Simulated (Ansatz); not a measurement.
Consider a check of PAW against all-electron LAPW of As, space group Pm-3m (the Ansatz DFT code, driven from Python).

`paw_lapw_as.py`:
```python
'''PAW against all-electron LAPW for As.'''

import ansatz as az
import numpy as np
import pandas as pd


def count_gap(report):
    # lowest empty less highest filled band, counting bands; zero where they overlap
    return max(report.get('gap_by_band_count_ev') or 0.0, 0.0)


def main() -> None:
    crystal = (
        az.Lattice.of([2.703682, 0.0, 0.0], [0.0, 2.703682, 0.0], [0.0, 0.0, 2.703682])
        .atom('As', [0.5, 0.5, 0.5])
    )

    model = crystal.calculation()
    model = model.functional('pbesol')
    model = model.kpoints(10).occupations('cold', width=0.1)
    model = model.scf(tolerance=1e-09)
    model = model.stress()
    model = model.forces().band_table()
    variants = {
        'PAW': model.pseudopotentials('paw'),
        'LAPW': model.pseudopotentials('all_electron', lapw=True),
    }
    # totals differ by the cores that each treatment holds, so compare what does not depend on them
    rows = []
    for label, variant in variants.items():
        rep = variant.run(threads=1).report
        levels = np.array(rep['eigenvalues_ev'][0]) - rep['fermi_energy_ev']
        print(label, 'levels at the first k-point near E_F:', np.round(levels[np.abs(levels) < 5], 3))
        rows.append((label, rep['n_electrons'], np.trace(rep['stress_gpa']) / 3, count_gap(rep)))
    print(pd.DataFrame(rows, columns=['treatment', 'electrons in bands', 'P GPa', 'gap by band count eV']).round(4).to_string(index=False))


if __name__ == '__main__':
    main()
```

How well do the two treatments of the cores agree on the pressure?

PAW gives -1.564 GPa and LAPW -1.554 GPa, 0.010 GPa apart. They took 0.6 and 3.5 s of processor time.

The output:

```console
$ python paw_lapw_as.py
DeckWarning: basis.ecutwfc = 420 eV, auto-derived from the records' recommended cutoffs: set by As (normal level)
DeckWarning: output.stress: scf.convergence.dr2_threshold = 1e-9 eV is looser than the 1e-10 eV advised for a printed stress (1e-10 eV for each atom of the cell: 1). What an SCF threshold leaves in a stress goes as its square root, and in the free energy as the threshold itself, and one threshold admits the most on a small cell: of the crystals measured, under no hybrid functional and no lock of the moments, on runs that ended without the residual-converged pass, on stresses that held no [...]
PAW levels at the first k-point near E_F: [4.19 4.19 4.19]
LAPW levels at the first k-point near E_F: [4.19 4.19 4.19]
treatment  electrons in bands   P GPa  gap by band count eV
      PAW                15.0 -1.5640                   0.0
     LAPW                23.0 -1.5543                   0.0
```
(Warnings from the package without file and line, shortened.)

Reading the output:
- The computed bands are complete only to about 6.0 eV above the Fermi level.
- The mesh is modest for a metal, so energies can be off by several to tens of meV an atom and pressures by half a GPa or more; differences at equal mesh fare better.
- A gap by band count of zero or less means overlapping bands, a metal, and at an odd count of electrons it is no gap at all.
- This isn't the structure that As takes at ambient conditions.
- Levels are Kohn-Sham eigenvalues on this mesh, without spin-orbit coupling.
- Pressure is positive in compression; the treatments may keep other shells as core, so totals and counts of electrons can differ.
- The whole script took 4.9 s on 1 thread of Intel(R) Xeon(R) Processor @ 2.30GHz, with other jobs on the host, peak memory 0.56 GiB.
